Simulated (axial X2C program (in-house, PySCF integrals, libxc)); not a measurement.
# Linear NAsN at several levels

How do method and spin–orbit coupling move the bonds and stretches of NAsN, held linear?

Method: all-electron X2C, two-component (2c) or spin-free, N dyall-av3z, As dyall-v3z; program: an in-house X2C program for linear molecules on PySCF integrals.

All values are calculated.

2 further runs of the same task are left out: 2 set aside as unsound or not needed.

## 1. Set-up

task.json

```json
{"zs": [7, 33, 7], "q": 0, "bas": ["dyall-av3z", "dyall-v3z", "dyall-av3z"], "r0": [1.74, 1.74], "symm": 1, "scan": ["PBE0", "HF", "LDA"], "levels": ["PBE0", "HF", "BHandHLYP"], "nst": 2}
```

Keys: zs atomic numbers; q charge; bas basis sets; r0 starting distance in Å; symm equal bonds; scan levels of the two-bond scan; levels methods; nst determinants followed.

On the command line:

```sh
python solin.py task.json out
```

Masses N 14.003, As 74.922, N 14.003 u.

## 2. Scan at PBE0, 2c

State: Ω = 1/2 (beyond evenly filled blocks: ω = 1/2). Energies above the lowest point, from the job's result record:

```csv
r(N–As) (Å),r(As–N) (Å),E (meV)
1.6136,1.6136,74.34
1.6136,1.6550,30.49
1.6136,1.6964,44.38
1.6550,1.6136,30.49
1.6550,1.6550,0.00
1.6550,1.6964,26.83
1.6550,1.7378,96.47
1.6964,1.6136,44.38
1.6964,1.6550,26.83
1.6964,1.6964,66.55
1.7378,1.6550,96.47
1.7378,1.7378,243.02
```

A quadratic surface with cubic terms in each bond gives the minimum at 1.655 and 1.655 Å, force constants 5.36, 5.36 and coupling 1.19 mdyn/Å.

## 3. Scan at LDA, 2c

State: Ω = 1/2 (beyond evenly filled blocks: ω = 1/2). Energies above the lowest point, from the job's result record:

```csv
r(N–As) (Å),r(As–N) (Å),E (meV)
1.6136,1.6136,87.16
1.6136,1.6550,38.98
1.6136,1.6964,51.58
1.6550,1.6136,38.98
1.6550,1.6550,0.00
1.6550,1.6964,21.70
1.6550,1.7378,89.55
1.6964,1.6136,51.58
1.6964,1.6550,21.70
1.6964,1.6964,52.58
1.7378,1.6550,89.55
1.7378,1.7378,215.51
```

A quadratic surface with cubic terms in each bond gives the minimum at 1.659 and 1.659 Å, force constants 5.55, 5.55 and coupling 0.85 mdyn/Å.

## 4. Scan at PBE0, spin-free

State: M_S = 1/2, Λ = 1 (beyond evenly filled blocks: π+α, π+β, π-α). Energies above the lowest point, from the job's result record:

```csv
r(N–As) (Å),r(As–N) (Å),E (meV)
1.6136,1.6136,72.31
1.6136,1.6550,29.32
1.6136,1.6964,43.72
1.6550,1.6136,29.32
1.6550,1.6550,0.00
1.6550,1.6964,27.63
1.6550,1.7378,97.72
1.6964,1.6136,43.72
1.6964,1.6550,27.63
1.6964,1.6964,68.49
1.7378,1.6550,97.72
1.7378,1.7378,246.81
```

A quadratic surface with cubic terms in each bond gives the minimum at 1.654 and 1.654 Å, force constants 5.35, 5.35 and coupling 1.22 mdyn/Å.

## 5. Comparison

| level | r(N–As) (Å) | r(As–N) (Å) | lower stretch (cm⁻¹) | upper stretch (cm⁻¹) |
| --- | --- | --- | --- | --- |
| PBE0, 2c | 1.655 | 1.655 | 833.3 | 891.4 |
| LDA, 2c | 1.659 | 1.659 | 881.2 | 884.7 |
| PBE0, spin-free | 1.654 | 1.654 | 829.0 | 892.5 |
| LDA, spin-free | 1.658 | 1.658 | 881.6 | 884.4 |

Scans not shown above were run alike.

What this shows: Over the levels the N–As bond spans 1.654 to 1.659 Å and the As–N bond 1.654 to 1.659 Å. At PBE0 spin–orbit coupling leaves both bonds unchanged to 0.001 Å. Each state is one determinant, the lowest of a limited PBE0 search; the stretches come from a fit to few points and are good to some per cent at best. The stretches are sorted by size, and where the two bonds are alike the symmetric and antisymmetric modes can swap order between levels. The molecule was held linear; bending was not examined, so a bent shape may lie lower. Note: functional without a current term on a determinant with orbital currents, of the molecule or an atom.
